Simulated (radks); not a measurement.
# Nuclear size and the levels of Ti³⁺

One table from this session's results is given with a row withheld; the runs are named, their logs left out.

Method: Dirac Kohn-Sham, BLYP, spin-unpolarised, spherical densities, finite nucleus; open shells are shared between the two j in proportion to 2j + 1. Code: radks (a radial shooting solver on a logarithmic mesh, Libxc functionals) version 1.

### The atom as given

```
element            : titanium (Z = 22)
charge             : +3
electrons          : 19
configuration      : [Ar] 3d1
nuclear rms radius : 3.5921 fm
```

Outer shells as boxes (Hund's rule):

Ti³⁺
```
[Ar] core
3d [↑ ][  ][  ][  ][  ]
```

The first run:

Input:

```text
Z 22
configuration [Ar] 3d1 4s0 4p0
relativity Dirac
functional b88,lyp
spin unpolarised
j_filling average
nucleus finite rms 3.5921 fm
c 137.035999084
```

Among the steps run: rms radius 3.5921 fm.

One table of the session follows, with a row left open; its other results are not shown here.

Radial moments (bohr):

```
level     <r>  outermost maximum (interpolated)  90 % within  nodes
3s1/2  0.9925                             0.864         1.48      2
3p1/2   1.052                             0.888         1.61      1
3p3/2   1.060                             0.894         1.62      1
3d3/2       ?                                 ?            ?      ?
3d5/2   1.271                             0.922         2.11      0
4s1/2   2.620                              2.40         3.77      3
4p1/2   2.945                              2.69         4.26      2
4p3/2   2.958                              2.70         4.28      2
```

**Question.** Estimate the row for 3d3/2.

**Answer.** <r>: 1.269; outermost maximum (interpolated): 0.920; 90 % within: 2.11; nodes: 0. In the column «<r>» it lies between 3p3/2 (1.060) and 3d5/2 (1.271).
